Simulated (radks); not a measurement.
**Ionising gold step by step, Au to Au¹⁹⁺**

An exercise on one series of results from a longer session: the logs are not shown, and one member is left open.

The numbers are computed with radks (a radial shooting solver on a logarithmic mesh, Libxc functionals) version 1 (scalar-relativistic Kohn-Sham, PBE, spin-unpolarised, spherical densities, point nucleus), except any that are marked as measured or tabulated.

## Starting point

| Item | Value |
| --- | --- |
| element | gold (Z = 79) |
| charges | 0 to 19 |
| first configuration | [Xe] 4f14 5d10 6s1 |
| last configuration | [Kr] 4d10 4f12 5s2 |

The outer shells:

Au
```
[Xe] core
4f [↑↓][↑↓][↑↓][↑↓][↑↓][↑↓][↑↓]
5d [↑↓][↑↓][↑↓][↑↓][↑↓]
6s [↑ ]
```

Au¹⁹⁺
```
[Kr] core
4d [↑↓][↑↓][↑↓][↑↓][↑↓]
4f [↑↓][↑↓][↑↓][↑↓][↑↓][↑ ][↑ ]
5s [↑↓]
```

Set-up of the first run:

Input:

```text
Z 79
configuration [Xe] 4f14 5d10 6s1
relativity scalar-relativistic
functional pbe,pbe
spin unpolarised
nucleus point
c 137.035999084
```

Steps of the session up to this table: Au, [Xe] 4f14 5d10 6s1.

One of the session's tables, all rows but one given; the rest of the session is left out.

It belongs to the step «Au, [Xe] 4f14 5d10 6s1». Sizes of the orbitals, from the radial functions (bohr):

| level | <r> | outermost maximum (interpolated) | 90 % within | nodes |
| --- | --- | --- | --- | --- |
| 4s | 0.4070 | 0.383 | 0.583 | 3 |
| 4p | 0.4335 | 0.403 | 0.629 | 2 |
| 4d | 0.4584 | 0.410 | 0.684 | 1 |
| 5s | 0.9270 | 0.848 | 1.33 | 4 |
| 4f | 0.4987 | 0.376 | 0.801 | 0 |
| 5p | 1.073 | 0.953 | 1.56 | 3 |
| 5d | ? | ? | ? | ? |
| 6s | 2.867 | 2.32 | 4.35 | 5 |

Estimate the missing values for 5d.

The run gave: <r>: 1.619; outermost maximum (interpolated): 1.22; 90 % within: 2.57; nodes: 2. In the column «<r>» it lies between 5p (1.073) and 6s (2.867).

Caveats from the session: Spin polarisation and multiplet splitting are left out, so open shells lie too high by an amount that depends on their filling.
